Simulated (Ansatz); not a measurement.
# In6Sb6 wurtzite hole sphere (In6Sb6H18): a spread of methods and bases

Aim: run In6Sb6 wurtzite hole sphere (In6Sb6H18) under a spread of inputs, and see what each costs and gives.

Computed with Ansatz 0.2.0, Gaussian basis. Level: the settings change from run to run.

1 further run of the same task is left out (set aside as unsound or not needed).

### 1 The relaxed structure

The structure was relaxed beforehand with PBE-D4/def2-SVP. Sb, In take a core potential in def2 sets; no spin-orbit term is included.

30 atoms, charge 0, spin multiplicity 1.

Atoms are counted from 1 here; the program's logs count them from 0.

Bond lengths: Sb1–In2 2.913 Å, Sb1–In7 2.913 Å, Sb1–H13 1.716 Å, Sb1–H14 1.725 Å, In2–Sb4 2.812 Å, In2–Sb5 2.913 Å, In2–H15 1.740 Å, In3–Sb4 2.903 Å, In3–Sb8 2.903 Å, In3–H16 1.750 Å, In3–H17 1.736 Å, Sb4–In6 2.903 Å, Sb4–H18 1.724 Å, Sb5–In10 2.913 Å, Sb5–H19 1.725 Å, Sb5–H20 1.716 Å, In6–Sb12 2.903 Å, In6–H21 1.751 Å and more. Angles: In2–Sb1–In7 125.2°, In2–Sb1–H13 109.3°, In2–Sb1–H14 106.8°, In7–Sb1–H13 109.3°, In7–Sb1–H14 106.8°, H13–Sb1–H14 95.4°, Sb1–In2–Sb4 102.6°, Sb1–In2–Sb5 92.4°, Sb1–In2–H15 111.5°, Sb4–In2–Sb5 102.6°, Sb4–In2–H15 129.6°, Sb5–In2–H15 111.5°, Sb4–In3–Sb8 96.2°, Sb4–In3–H16 104.1°, Sb4–In3–H17 109.4°, Sb8–In3–H16 104.1°, Sb8–In3–H17 109.5°, H16–In3–H17 128.6° and more.

### 2 r2SCANh/def2-SVPD

Options: unrestricted orbitals, density fitting with def2-universal-jkfit, the search for lower states set to off.

in.yaml reads:

```yaml
crystal:
  periodic: [false, false, false]
  atoms:
    - {symbol: Sb, position_ang: [-0.004600, -2.430715, -2.076873]}
    - {symbol: In, position_ang: [-2.588771, -1.493293, -1.112727]}
    - {symbol: In, position_ang: [0.003284, -3.077764, 2.295201]}
    - {symbol: Sb, position_ang: [-2.159137, -1.248842, 1.655762]}
    - {symbol: Sb, position_ang: [-2.105008, 1.213651, -2.074150]}
    - {symbol: In, position_ang: [-2.663801, 1.539085, 2.288576]}
    - {symbol: In, position_ang: [2.582761, -1.493222, -1.122214]}
    - {symbol: Sb, position_ang: [2.163364, -1.249107, 1.648005]}
    - {symbol: Sb, position_ang: [2.099075, 1.214528, -2.080434]}
    - {symbol: In, position_ang: [-0.001956, 2.987102, -1.115453]}
    - {symbol: In, position_ang: [2.669753, 1.537401, 2.285691]}
    - {symbol: Sb, position_ang: [0.002858, 2.495458, 1.653448]}
    - {symbol: H, position_ang: [-0.004520, -4.146328, -2.120799]}
    - {symbol: H, position_ang: [-0.008069, -2.225633, -3.789364]}
    - {symbol: H, position_ang: [-3.901666, -2.248578, -1.969246]}
    - {symbol: H, position_ang: [0.000592, -4.221872, 0.970559]}
    - {symbol: H, position_ang: [0.005759, -3.395848, 4.002109]}
    - {symbol: H, position_ang: [-3.581540, -2.069431, 2.180118]}
    - {symbol: H, position_ang: [-1.912078, 1.101491, -3.784332]}
    - {symbol: H, position_ang: [-3.590188, 2.070649, -2.138219]}
    - {symbol: H, position_ang: [-3.645781, 2.105950, 0.954356]}
    - {symbol: H, position_ang: [-2.951760, 1.706992, 3.992590]}
    - {symbol: H, position_ang: [3.892344, -2.249657, -1.982729]}
    - {symbol: H, position_ang: [3.587389, -2.070427, 2.166656]}
    - {symbol: H, position_ang: [1.909822, 1.108043, -3.791424]}
    - {symbol: H, position_ang: [3.584953, 2.071183, -2.137353]}
    - {symbol: H, position_ang: [-0.003793, 4.500569, -1.974129]}
    - {symbol: H, position_ang: [2.955217, 1.700879, 3.990720]}
    - {symbol: H, position_ang: [3.652641, 2.107928, 0.954080]}
    - {symbol: H, position_ang: [0.003457, 4.137906, 2.176674]}
basis:
  gaussian: {orbitals: def2-SVPD, fitting: {mean_field: def2-universal-jkfit}}
magnetization: {spin_polarized: true, initial_magnetization: 0}
hamiltonian: {xc: {name: r2SCANh}}
scf: {lower_state_search: off}
output: {forces: true}
```

Launch:

```bash
$ ansatz run in.yaml --threads 2 --pin off --events-out ev --progress --plain --max-ram 32768MiB --backend cuda --devices 0, --max-vram 18GiB
```

The program printed, shortened:

```text
Functional definition: r2SCANh
  name "r2SCANh"
  cite "Bursch, Neugebauer, Ehlert & Grimme, J. Chem. Phys. 156, 134105 (2022) doi:10.1063/5.0086040"
  cite "Furness, Kaplan, Ning, Perdew & Sun, J. Phys. Chem. Lett. 11, 8208 (2020) doi:10.1021/acs.jpclett.0c02405"
  cite "Furness, Kaplan, Ning, Perdew & Sun, J. Phys. Chem. Lett. 11, 9248 (2020) doi:10.1021/acs.jpclett.0c03077"
  parent r2scan
[...]
2940 factors; integrals over basis functions are off by at most 3.5e-1 eV
[...]
mean field -70588.46591456 eV, -2594.0782757795 hartree, gradient 3.1e-6 eV, S^2 0.000000; 0 other end points of the search recorded, 0 dependent functions left out
[...]
reference -70588.46595868 eV, -2594.0782774009 hartree; 141, 141 occupied and 387, 387 virtual orbitals, 2940 factors
Total energy: -70588.46595868 eV, -2594.0782774009 hartree
Atom 0 at    -0.004600    -2.430715    -2.076873 Å, force    -0.001870    -0.267584    -0.281848 eV/Å
Atom 1 at    -2.588771    -1.493293    -1.112727 Å, force    -0.011697    -0.006456    -0.042640 eV/Å
Atom 2 at     0.003284    -3.077764     2.295201 Å, force    -0.000637    -0.011128     0.031030 eV/Å
Atom 3 at    -2.159137    -1.248842     1.655762 Å, force    -0.262819    -0.150188    -0.011496 eV/Å
Atom 4 at    -2.105008     1.213651    -2.074150 Å, force    -0.226896     0.131365    -0.283461 eV/Å
[...]
Atom 15 at     0.000592    -4.221872     0.970559 Å, force     0.000494     0.127345     0.168407 eV/Å
Atom 16 at     0.005759    -3.395848     4.002109 Å, force    -0.000055     0.026593    -0.232635 eV/Å
Atom 17 at    -3.581540    -2.069431     2.180118 Å, force     0.236069     0.135983    -0.080117 eV/Å
Atom 18 at    -1.912078     1.101491    -3.784332 Å, force    -0.022884     0.013042     0.302268 eV/Å
Atom 19 at    -3.590188     2.070649    -2.138219 Å, force     0.267149    -0.154214     0.020817 eV/Å
Atom 20 at    -3.645781     2.105950     0.954356 Å, force     0.109605    -0.063720     0.170269 eV/Å
Atom 21 at    -2.951760     1.706992     3.992590 Å, force     0.025246    -0.015199    -0.232966 eV/Å
Atom 22 at     3.892344    -2.249657    -1.982729 Å, force    -0.175357     0.101172     0.127876 eV/Å
Atom 23 at     3.587389    -2.070427     2.166656 Å, force    -0.235791     0.135785    -0.078968 eV/Å
Atom 24 at     1.909822     1.108043    -3.791424 Å, force     0.023025     0.012386     0.304520 eV/Å
Atom 25 at     3.584953     2.071183    -2.137353 Å, force    -0.269316    -0.155785     0.018381 eV/Å
Atom 26 at    -0.003793     4.500569    -1.974129 Å, force     0.000452    -0.203450     0.127652 eV/Å
Atom 27 at     2.955217     1.700879     3.990720 Å, force    -0.024616    -0.014798    -0.234582 eV/Å
Atom 28 at     3.652641     2.107928     0.954080 Å, force    -0.109298    -0.064429     0.169796 eV/Å
Atom 29 at     0.003457     4.137906     2.176674 Å, force     0.000013    -0.272145    -0.080009 eV/Å
Dipole moment:    -0.000532    -0.001413    -0.747933 e Å
Checks for a lower state left out: stability, starts, cluster_reference, orbital_swaps, neighbouring_geometries, increment
```

Wall time 24 s (1 × H100 (card shared with other runs) with 2 threads of AMD EPYC 7R13, shared host); peak host memory 2.3 GiB.

Largest force 0.389 eV/Å, dipole 3.59 D, ⟨S²⟩ 0.000.

### 3 r2SCANh/def2-TZVP

Set apart from the defaults: atoms shaken by 0.08 Å, density fitting with def2-universal-jkfit.

in.yaml reads:

```yaml
crystal:
  periodic: [false, false, false]
  atoms:
    - {symbol: Sb, position_ang: [0.038799, -2.357614, -2.060283]}
    - {symbol: In, position_ang: [-2.605480, -1.406505, -1.048690]}
    - {symbol: In, position_ang: [-0.125147, -2.985390, 2.207662]}
    - {symbol: Sb, position_ang: [-2.273626, -1.145918, 1.769605]}
    - {symbol: Sb, position_ang: [-2.107317, 1.189545, -1.913331]}
    - {symbol: In, position_ang: [-2.500978, 1.618583, 2.274620]}
    - {symbol: In, position_ang: [2.686038, -1.366325, -1.087680]}
    - {symbol: Sb, position_ang: [2.107793, -1.271001, 1.582522]}
    - {symbol: Sb, position_ang: [2.176223, 1.200437, -2.108464]}
    - {symbol: In, position_ang: [-0.126707, 2.999822, -1.135846]}
    - {symbol: In, position_ang: [2.777451, 1.675677, 2.261569]}
    - {symbol: Sb, position_ang: [0.025730, 2.597921, 1.483742]}
    - {symbol: H, position_ang: [0.089816, -4.130501, -2.163494]}
    - {symbol: H, position_ang: [-0.041413, -2.244676, -3.770487]}
    - {symbol: H, position_ang: [-3.890685, -2.175321, -1.800027]}
    - {symbol: H, position_ang: [-0.161205, -4.411400, 0.904588]}
    - {symbol: H, position_ang: [-0.086652, -3.443455, 3.919913]}
    - {symbol: H, position_ang: [-3.472913, -2.136891, 2.255626]}
    - {symbol: H, position_ang: [-1.929081, 1.022688, -3.714347]}
    - {symbol: H, position_ang: [-3.500406, 2.159614, -2.135883]}
    - {symbol: H, position_ang: [-3.700813, 1.979085, 0.958322]}
    - {symbol: H, position_ang: [-2.911840, 1.849757, 3.923344]}
    - {symbol: H, position_ang: [3.872811, -2.275295, -1.929367]}
    - {symbol: H, position_ang: [3.547583, -2.071133, 2.151662]}
    - {symbol: H, position_ang: [1.811960, 1.247194, -3.677992]}
    - {symbol: H, position_ang: [3.604223, 1.954864, -2.140940]}
    - {symbol: H, position_ang: [0.049855, 4.491035, -1.757605]}
    - {symbol: H, position_ang: [2.946133, 1.545491, 4.004703]}
    - {symbol: H, position_ang: [3.527523, 2.133982, 1.001226]}
    - {symbol: H, position_ang: [-0.062526, 4.195875, 2.206410]}
basis:
  gaussian: {orbitals: def2-TZVP, fitting: {mean_field: def2-universal-jkfit}}
hamiltonian: {xc: {name: r2SCANh}}
output: {forces: true}
```

Same command.

The program printed, shortened:

```text
Functional definition: r2SCANh
  name "r2SCANh"
  cite "Bursch, Neugebauer, Ehlert & Grimme, J. Chem. Phys. 156, 134105 (2022) doi:10.1063/5.0086040"
  cite "Furness, Kaplan, Ning, Perdew & Sun, J. Phys. Chem. Lett. 11, 8208 (2020) doi:10.1021/acs.jpclett.0c02405"
  cite "Furness, Kaplan, Ning, Perdew & Sun, J. Phys. Chem. Lett. 11, 9248 (2020) doi:10.1021/acs.jpclett.0c03077"
  parent r2scan
[...]
2940 factors; integrals over basis functions are off by at most 6.9e-1 eV
[...]
mean field -70589.43730675 eV, -2594.1139737838 hartree, gradient 6.0e-5 eV, S^2 0.000000; 0 other end points of the search recorded, 0 dependent functions left out
[...]
reference -70589.43734849 eV, -2594.1139753177 hartree; 141, 141 occupied and 567, 567 virtual orbitals, 2940 factors
Total energy: -70589.43734849 eV, -2594.1139753177 hartree
[...]
Atom 20 at    -3.700813     1.979085     0.958322 Å, force     0.573042    -0.008392     0.435734 eV/Å
Atom 21 at    -2.911840     1.849757     3.923344 Å, force     0.082824     0.074766     0.013578 eV/Å
Atom 22 at     3.872811    -2.275295    -1.929367 Å, force     0.052147     0.080979    -0.003703 eV/Å
Atom 23 at     3.547583    -2.071133     2.151662 Å, force    -0.524655     0.216415    -0.204254 eV/Å
Atom 24 at     1.811960     1.247194    -3.677992 Å, force    -0.079379    -0.143735    -1.432065 eV/Å
Atom 25 at     3.604223     1.954864    -2.140940 Å, force     1.063820     0.707664    -0.124210 eV/Å
Atom 26 at     0.049855     4.491035    -1.757605 Å, force     0.037135     1.077786    -0.717815 eV/Å
Atom 27 at     2.946133     1.545491     4.004703 Å, force    -0.072685     0.219378    -0.695403 eV/Å
Atom 28 at     3.527523     2.133982     1.001226 Å, force     1.611102     0.959313    -2.425761 eV/Å
Atom 29 at    -0.062526     4.195875     2.206410 Å, force    -0.000166    -0.644125    -0.459131 eV/Å
Dipole moment:     0.276178     0.649110    -0.833517 e Å
```

It took 26 s on 1 × H100 (card shared with other runs) with 2 threads of AMD EPYC 7R13, shared host; peak host memory 1.9 GiB.

Largest force 3.918 eV/Å, dipole 5.24 D.

### 4 wPBEh/def2-SVP

This run has unrestricted orbitals, atoms shaken by 0.15 Å, density fitting with def2-universal-jkfit, the search for lower states set to off.

in.yaml reads:

```yaml
crystal:
  periodic: [false, false, false]
  atoms:
    - {symbol: Sb, position_ang: [0.149480, -2.412167, -2.231058]}
    - {symbol: In, position_ang: [-2.536059, -1.414362, -1.096701]}
    - {symbol: In, position_ang: [0.092036, -3.125995, 2.264061]}
    - {symbol: Sb, position_ang: [-2.124283, -1.244607, 1.635808]}
    - {symbol: Sb, position_ang: [-1.886484, 1.193887, -1.948167]}
    - {symbol: In, position_ang: [-2.347362, 1.636010, 2.383413]}
    - {symbol: In, position_ang: [2.667296, -1.637007, -1.065238]}
    - {symbol: Sb, position_ang: [2.150152, -1.269581, 1.627006]}
    - {symbol: Sb, position_ang: [1.917747, 0.864742, -2.262219]}
    - {symbol: In, position_ang: [0.070597, 3.248336, -1.207134]}
    - {symbol: In, position_ang: [2.462905, 1.556711, 2.077114]}
    - {symbol: Sb, position_ang: [-0.387769, 2.598488, 1.641022]}
    - {symbol: H, position_ang: [-0.092560, -4.427197, -2.156516]}
    - {symbol: H, position_ang: [0.054106, -2.212030, -3.883094]}
    - {symbol: H, position_ang: [-4.010418, -2.298129, -2.267322]}
    - {symbol: H, position_ang: [-0.194339, -4.092065, 0.918628]}
    - {symbol: H, position_ang: [0.051117, -3.179055, 4.045621]}
    - {symbol: H, position_ang: [-3.637234, -2.192397, 2.324910]}
    - {symbol: H, position_ang: [-1.743135, 1.233474, -3.862904]}
    - {symbol: H, position_ang: [-3.601416, 1.835328, -2.091306]}
    - {symbol: H, position_ang: [-3.641330, 2.187463, 0.824917]}
    - {symbol: H, position_ang: [-2.997233, 1.499284, 3.823371]}
    - {symbol: H, position_ang: [4.129916, -2.457484, -2.027478]}
    - {symbol: H, position_ang: [3.532594, -2.229764, 2.094634]}
    - {symbol: H, position_ang: [1.976754, 1.232360, -3.993637]}
    - {symbol: H, position_ang: [3.805278, 2.228563, -1.926055]}
    - {symbol: H, position_ang: [0.108352, 4.507074, -1.978380]}
    - {symbol: H, position_ang: [3.053636, 1.707483, 3.829556]}
    - {symbol: H, position_ang: [3.810303, 2.213753, 1.074667]}
    - {symbol: H, position_ang: [0.214642, 4.200003, 2.224159]}
basis:
  gaussian: {orbitals: def2-SVP, fitting: {mean_field: def2-universal-jkfit}}
magnetization: {spin_polarized: true, initial_magnetization: 0}
hamiltonian: {xc: {name: wPBEh}}
scf: {lower_state_search: off}
```

Launched as before.

The program printed, shortened:

```text
Functional definition: wPBEh
  name "wPBEh"
  cite "Heyd, Scuseria & Ernzerhof, J. Chem. Phys. 118, 8207 (2003) doi:10.1063/1.1564060"
  cite "Krukau, Vydrov, Izmaylov & Scuseria, J. Chem. Phys. 125, 224106 (2006) doi:10.1063/1.2404663"
  cite "Heyd & Scuseria, J. Chem. Phys. 120, 7274 (2004) doi:10.1063/1.1668634"
  cite "Ernzerhof & Perdew, J. Chem. Phys. 109, 3313 (1998) doi:10.1063/1.476928"
  cite "Perdew, Burke & Ernzerhof, Phys. Rev. Lett. 77, 3865 (1996) doi:10.1103/PhysRevLett.77.3865"
  parent pbe
[...]
2940 factors; integrals over basis functions are off by at most 4.6e-1 eV
2940 factors; integrals over basis functions are off by at most 1.8e-7 eV
[...]
mean field -70558.71156250 eV, -2592.9848235095 hartree, gradient 4.2e-6 eV, S^2 0.000000; 0 other end points of the search recorded, 0 dependent functions left out
reference -70558.71167616 eV, -2592.9848276865 hartree; 141, 141 occupied and 261, 261 virtual orbitals, 2940 factors
Total energy: -70558.71167616 eV, -2592.9848276865 hartree
Checks for a lower state left out: stability, starts, cluster_reference, orbital_swaps, neighbouring_geometries, increment
```

Run time: 13 s. Hardware: 1 × H100 (card shared with other runs) with 2 threads of AMD EPYC 7R13, shared host; peak host memory 0.96 GiB.

⟨S²⟩ 0.000.

### 5 wB97X-V/def2-SVP

Set apart from the defaults: density fitting with def2-universal-jkfit.

in.yaml reads:

```yaml
crystal:
  periodic: [false, false, false]
  atoms:
    - {symbol: Sb, position_ang: [-0.004600, -2.430715, -2.076873]}
    - {symbol: In, position_ang: [-2.588771, -1.493293, -1.112727]}
    - {symbol: In, position_ang: [0.003284, -3.077764, 2.295201]}
    - {symbol: Sb, position_ang: [-2.159137, -1.248842, 1.655762]}
    - {symbol: Sb, position_ang: [-2.105008, 1.213651, -2.074150]}
    - {symbol: In, position_ang: [-2.663801, 1.539085, 2.288576]}
    - {symbol: In, position_ang: [2.582761, -1.493222, -1.122214]}
    - {symbol: Sb, position_ang: [2.163364, -1.249107, 1.648005]}
    - {symbol: Sb, position_ang: [2.099075, 1.214528, -2.080434]}
    - {symbol: In, position_ang: [-0.001956, 2.987102, -1.115453]}
    - {symbol: In, position_ang: [2.669753, 1.537401, 2.285691]}
    - {symbol: Sb, position_ang: [0.002858, 2.495458, 1.653448]}
    - {symbol: H, position_ang: [-0.004520, -4.146328, -2.120799]}
    - {symbol: H, position_ang: [-0.008069, -2.225633, -3.789364]}
    - {symbol: H, position_ang: [-3.901666, -2.248578, -1.969246]}
    - {symbol: H, position_ang: [0.000592, -4.221872, 0.970559]}
    - {symbol: H, position_ang: [0.005759, -3.395848, 4.002109]}
    - {symbol: H, position_ang: [-3.581540, -2.069431, 2.180118]}
    - {symbol: H, position_ang: [-1.912078, 1.101491, -3.784332]}
    - {symbol: H, position_ang: [-3.590188, 2.070649, -2.138219]}
    - {symbol: H, position_ang: [-3.645781, 2.105950, 0.954356]}
    - {symbol: H, position_ang: [-2.951760, 1.706992, 3.992590]}
    - {symbol: H, position_ang: [3.892344, -2.249657, -1.982729]}
    - {symbol: H, position_ang: [3.587389, -2.070427, 2.166656]}
    - {symbol: H, position_ang: [1.909822, 1.108043, -3.791424]}
    - {symbol: H, position_ang: [3.584953, 2.071183, -2.137353]}
    - {symbol: H, position_ang: [-0.003793, 4.500569, -1.974129]}
    - {symbol: H, position_ang: [2.955217, 1.700879, 3.990720]}
    - {symbol: H, position_ang: [3.652641, 2.107928, 0.954080]}
    - {symbol: H, position_ang: [0.003457, 4.137906, 2.176674]}
basis:
  gaussian: {orbitals: def2-SVP, fitting: {mean_field: def2-universal-jkfit}}
hamiltonian: {xc: {name: wB97X-V}}
output: {forces: true}
```

Launched as before.

The program printed, shortened:

```text
Functional definition: wB97X-V
  name "wB97X-V"
  cite "Mardirossian & Head-Gordon, Phys. Chem. Chem. Phys. 16, 9904 (2014) doi:10.1039/C3CP54374A"
  cite "Becke, J. Chem. Phys. 107, 8554 (1997) doi:10.1063/1.475007"
  cite "Vydrov & Van Voorhis, J. Chem. Phys. 133, 244103 (2010) doi:10.1063/1.3521275"
[...]
      + integral(e_c_pw_opposite_spin*poly(b97_u_opposite, cos0, cos1)) + vv10(b, c)
2940 factors; integrals over basis functions are off by at most 3.5e-1 eV
2940 factors; integrals over basis functions are off by at most 3.3e-7 eV
[...]
mean field -70559.40318144 eV, -2593.0102400365 hartree, gradient 6.3e-5 eV, S^2 0.000000; 0 other end points of the search recorded, 0 dependent functions left out
[...]
reference -70559.40317595 eV, -2593.0102398348 hartree; 141, 141 occupied and 261, 261 virtual orbitals, 2940 factors
Total energy: -70559.40317595 eV, -2593.0102398348 hartree
[...]
Atom 20 at    -3.645781     2.105950     0.954356 Å, force     0.102874    -0.059814     0.162096 eV/Å
Atom 21 at    -2.951760     1.706992     3.992590 Å, force     0.017082    -0.010492    -0.237302 eV/Å
Atom 22 at     3.892344    -2.249657    -1.982729 Å, force    -0.212484     0.122599     0.151959 eV/Å
Atom 23 at     3.587389    -2.070427     2.166656 Å, force    -0.322284     0.185684    -0.096201 eV/Å
Atom 24 at     1.909822     1.108043    -3.791424 Å, force     0.002625     0.000541     0.397130 eV/Å
Atom 25 at     3.584953     2.071183    -2.137353 Å, force    -0.353315    -0.204205     0.054851 eV/Å
Atom 26 at    -0.003793     4.500569    -1.974129 Å, force     0.000532    -0.246518     0.151677 eV/Å
Atom 27 at     2.955217     1.700879     3.990720 Å, force    -0.016355    -0.010072    -0.238876 eV/Å
Atom 28 at     3.652641     2.107928     0.954080 Å, force    -0.102750    -0.060654     0.161418 eV/Å
Atom 29 at     0.003457     4.137906     2.176674 Å, force     0.000030    -0.372073    -0.097525 eV/Å
Dipole moment:    -0.000594    -0.001496    -0.836877 e Å
```

Wall time 27 s (1 × H100 (card shared with other runs) with 2 threads of AMD EPYC 7R13, shared host); peak host memory 1.9 GiB.

Largest force 0.527 eV/Å, dipole 4.02 D.

### 6 The runs in one table

| level | charge | multiplicity | geometry | functions | energy (eV) | time |
| --- | --- | --- | --- | --- | --- | --- |
| r2SCANh/def2-SVPD | 0 | 1 | relaxed | 528 | -70588.466 | 24 s |
| r2SCANh/def2-TZVP | 0 | 1 | shaken | 708 | -70589.437 | 26 s |
| wPBEh/def2-SVP | 0 | 1 | shaken | 402 | -70558.712 | 13 s |
| wB97X-V/def2-SVP | 0 | 1 | relaxed | 402 | -70559.403 | 27 s |

### 7 What came out

| quantity | value |
| --- | --- |
| runs | 4 |
| quickest | wPBEh/def2-SVP, 13 s |
| slowest | wB97X-V/def2-SVP, 27 s |
| spread of total energies, same state and geometry | 29.1 eV |
| dipole, same state and geometry | 3.59 to 4.02 D |

**Reading.** wB97X-V/def2-SVP took 2 times as long as wPBEh/def2-SVP. The jobs differ in tasks and options as well as level. The totals spread over 29 eV; they can't be compared across methods or bases. At the PBE-D4/def2-SVP geometry and in the same state, runs without warnings or point charges leave forces up to 0.53 eV/Å (wB97X-V/def2-SVP), against 3.9 eV/Å where the atoms were moved.
